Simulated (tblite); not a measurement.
# B2H4O6Si: the cost of one run

Computed with tblite 0.8.0 and PySCF 2.14.0; each step states its level. No surroundings beyond the atoms listed, unless a continuum is named. Atoms count from 0, parts from 1.

## Step 1: The system as given

13 atoms, charge 0, multiplicity 1; geometry: distance geometry start.

## Step 2: Relaxing the cluster with GFN2-xTB

The job: settings as JSON, then the geometry in Å.

```
{"job": {"kind": "relax", "xc": "GFN2-xTB", "basis": "xTB"}, "charge": 0, "multiplicity": 1}
Si     0.177030    -1.356465    -0.191374
O      0.909142     0.064119    -0.730620
B      2.290577     0.090639    -0.213264
O      2.973263    -1.152997     0.161677
O      2.631995     1.271705     0.587590
O     -1.431375    -1.174668     0.320286
B     -1.978319     0.142625     0.091636
O     -2.900333     0.684374     1.139982
O     -2.057853     0.801730    -1.220922
H      3.023570    -1.755088    -0.656801
H      2.541257     2.098835     0.055925
H     -3.727474     0.137161     1.098310
H     -2.409147     0.179459    -1.897470
```

Method: GFN2-xTB geometry optimisation, gas phase.

The run is started by

```bash
> OMP_NUM_THREADS=1 python cluster_run.py task.json out
```

One launch serves the whole session: the jobs run in the order shown.

Q: Estimate the wall time of this first job on 1 thread of Arm Neoverse V1, shared host.

About 5.9 s.
